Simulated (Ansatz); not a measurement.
**TiB2 (P6/mmm): convergence test of the k-point mesh**

How fine a k-point mesh does TiB2 (P6/mmm) need? The task is a convergence test of the k-point mesh, for TiB2 (P6/mmm).

Computed with the Python package of Ansatz 0.2.0. Level of theory: DFT PBE, plane waves, PAW.

### Step 1. The structure

It takes space group P6/mmm (No. 191, hexagonal). Conventional cell: a = 3.029 Å, b = 3.029 Å, c = 3.228 Å, α = 90.00°, β = 90.00°, γ = 120.00°. Ti (site symmetry 6/mmm) is surrounded by 12 B at 2.38 Å. Around B (site symmetry -6m2) lie 3 B at 1.75 Å and 6 Ti at 2.38 Å.

No structure file is read: the coordinates are typed or built in the script.

### Step 2. The script

kconv.py reads:

```python
"""k-point test for TiB2."""

import warnings

import ansatz
import matplotlib.pyplot as plt


def main() -> None:
    warnings.simplefilter("ignore", ansatz.DeckWarning)

    lattice = ansatz.Lattice.of(
        (3.0292, 0.0, 0.0),
        (-1.5146, 2.623364, 0.0),
        (0.0, 0.0, 3.2284),
    )
    sites = [
        ("Ti", (0.0, 0.0, 0.0)),
        ("B", (1 / 3, 2 / 3, 0.5)),
        ("B", (2 / 3, 1 / 3, 0.5)),
    ]
    system = ansatz.Crystal(lattice=lattice)
    for symbol, position in sites:
        system = system.atom(symbol, position)

    calc = (
        system.calculation()
        .basis(550)
        .occupations("fermi_dirac", width=100 * ansatz.meV)
        .stress()
    )

    rows = []
    for value in [(3, 3, 2), (4, 4, 3), (5, 5, 4), (7, 7, 6), (8, 8, 7), (10, 10, 9)]:
        data = calc.kpoints(mesh=value).run().report
        rows.append((value, data["free_energy_ev"] / len(data["lattice"]["sites"]), data["n_iterations"], sum(data["stress_gpa"][i][i] for i in range(3)) / 3, data["n_kpoints"]))

    print("        mesh   F/atom (eV)    iterations       P (GPa)      k-points")
    for row in rows:
        print(f"{str(row[0]):>12s}  {row[1]:12.5f}  {row[2]:12d}  {row[3]:12.3f}  {row[4]:12d}")

    # differences from the last row
    for row in rows[:-1]:
        shift = 1000 * (row[1] - rows[-1][1])
        print(f"{row[0]}: {shift:+.2f} meV/atom" + ("  (within 5 meV)" if abs(shift) < 5 else ""))
    plt.figure(figsize=(4.5, 3))
    plt.plot([str(row[0]) for row in rows], [1000 * (row[1] - rows[-1][1]) for row in rows], "o-")
    plt.xlabel("mesh")
    plt.ylabel("F - F(last) (meV/atom)")
    plt.tight_layout()
    plt.savefig("kconv.png", dpi=100)


if __name__ == "__main__":
    main()
```

### Step 3. The run

The run is started by

```bash
$ python kconv.py
```

Output:

```text
        mesh   F/atom (eV)    iterations       P (GPa)      k-points
   (3, 3, 2)    -938.22483             6        -0.096             6
   (4, 4, 3)    -938.22309             6         0.574             8
   (5, 5, 4)    -938.22703             6         0.420            15
   (7, 7, 6)    -938.23308             6         0.283            32
   (8, 8, 7)    -938.23574             6         0.211            40
 (10, 10, 9)    -938.23411             6         0.290            70
(3, 3, 2): +9.28 meV/atom
(4, 4, 3): +11.02 meV/atom
(5, 5, 4): +7.08 meV/atom
(7, 7, 6): +1.03 meV/atom  (within 5 meV)
(8, 8, 7): -1.63 meV/atom  (within 5 meV)
```

Wall time 7.2 s (1 thread of Arm Neoverse V1, shared host); peak memory 0.42 GiB.

### Step 4. The runs side by side

The 6 runs, in the order started:

| run | k mesh | energy from run 6 (meV/atom) | pressure (GPa) | SCF cycles | CPU time (s) |
| --- | --- | --- | --- | --- | --- |
| 1 | [3, 3, 2] | 9.28 | -0.10 | 6 | 0.5 |
| 2 | [4, 4, 3] | 11.02 | 0.57 | 6 | 0.4 |
| 3 | [5, 5, 4] | 7.08 | 0.42 | 6 | 0.56 |
| 4 | [7, 7, 6] | 1.03 | 0.28 | 6 | 1 |
| 5 | [8, 8, 7] | -1.63 | 0.21 | 6 | 1.2 |
| 6 | [10, 10, 9] | 0.00 | 0.29 | 6 | 2 |

Energies are free energies F = E - TS of the smeared occupations. 

### Step 5. What came out

| quantity | value |
| --- | --- |
| runs compared | 6 |
| last run but one, from the last | -1.63 meV/atom |
| within 5 meV/atom of the last run from | [7, 7, 6] |

**Reading.** From 7×7×6 on it stays within 5 meV an atom of the value at 10×10×9; the first row (3×3×2) is off by 9.3 meV and the last but one by 1.63 meV. This holds for F at a smearing of 0.1 eV; a narrower one needs a denser mesh. It goes up and down, since the sum over k-points isn't variational. The pressure moves from -0.10 to 0.29 GPa. Notes:
- Pressure is positive in compression.
- No functional is typed, so the default, PBE, holds.
- Shifts are counted from the finest mesh, which is itself no proven limit.
